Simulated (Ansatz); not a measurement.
# TiSn3O8: the cost of one run

Method: DFT PBE, scalar-relativistic, plane waves, PAW, in Ansatz 0.2.0.

### 1 The structure to begin with

It takes space group Cmmm (No. 65, orthorhombic). Conventional cell: a = 6.751 Å, b = 6.762 Å, c = 6.361 Å, α = 90.00°, β = 90.00°, γ = 90.00°. Ti (site symmetry mmm) has 6 O at 1.99 to 2.00 Å in its first shell of neighbours. Sn (site symmetry mmm) has 6 O at 2.07 to 2.10 Å in its first shell of neighbours. Sn (site symmetry mm2) has 6 O at 2.08 to 2.10 Å in its first shell of neighbours. O (site symmetry 2mm) is surrounded by 1 Ti at 2.00 Å and 2 Sn at 2.08 Å. O (site symmetry 2mm) has 3 Sn at 2.07 to 2.08 Å in its first shell of neighbours. Around O (site symmetry m) lie 1 Ti at 1.99 Å and 2 Sn at 2.10 Å.

Structure file:

```
Ti Sn O
1.0
     3.37562   -3.38112    0.00000
     3.37562    3.38112    0.00000
     0.00000    0.00000    6.36083
Ti Sn O
1 3 8
Direct
  0.00000 0.00000 0.00000
  0.00000 0.00000 0.50000
  0.50000 0.50000 0.24533
  0.50000 0.50000 0.75467
  0.70303 0.70303 0.00000
  0.69377 0.69377 0.50000
  0.81039 0.18961 0.23836
  0.81039 0.18961 0.76164
  0.29697 0.29697 0.00000
  0.30623 0.30623 0.50000
  0.18961 0.81039 0.23836
  0.18961 0.81039 0.76164
```

It is the end of an earlier relaxation with the same method, from a generated guess; it is a trial structure. At a tolerance of 0.02 Å it has space group Cmmm (No. 65); it has 12.10 Å³/atom, an uncorrected energy of -1.94 eV/atom over the elements and, on its mesh, gap 1.76 eV.

### 2 Elastic constants, atoms relaxed

File input.yaml:

```yaml
crystal:
  lattice:
    - [3.3753453871, -3.3812878621, 0.0]
    - [3.3753453871, 3.3812878621, 0.0]
    - [0.0, 0.0, 6.3607068435]
  atoms:
    - { symbol: Ti, position: [0.0, 0.0, 0.0] }
    - { symbol: Sn, position: [0.0, 0.0, 0.5] }
    - { symbol: Sn, position: [0.5, 0.5, 0.2453212844] }
    - { symbol: Sn, position: [0.5, 0.5, 0.7546787156] }
    - { symbol: O, position: [0.7030790786, 0.7030790786, 0.0] }
    - { symbol: O, position: [0.6937910279, 0.6937910279, 0.5] }
    - { symbol: O, position: [0.8103552278, 0.1896447722, 0.2383681136] }
    - { symbol: O, position: [0.8103552278, 0.1896447722, 0.7616318864] }
    - { symbol: O, position: [0.2969209214, 0.2969209214, 0.0] }
    - { symbol: O, position: [0.3062089721, 0.3062089721, 0.5] }
    - { symbol: O, position: [0.1896447722, 0.8103552278, 0.2383681136] }
    - { symbol: O, position: [0.1896447722, 0.8103552278, 0.7616318864] }
basis:
  ecutwfc: 420
kpoints:
  mp_grid: { grid: [6, 6, 4] }
hamiltonian:
  xc: pbe
scf:
  occupations: { method: fixed }
output:
  forces: true
  stress: true
  eigenvalues: true
elastic:
  mode: relaxed_ion
  stencil: two_point
```

On the command line:

```
> ansatz run input.yaml --threads 4 --pin off --max-ram 8192MiB --backend cpu --events-out ev --progress --plain --runs-dir out
```

**Question.** How long does this run take on 4 threads of Arm Neoverse V1, shared host, and how much memory does it need?

About 8.4 min, with a peak of 0.93 GiB.
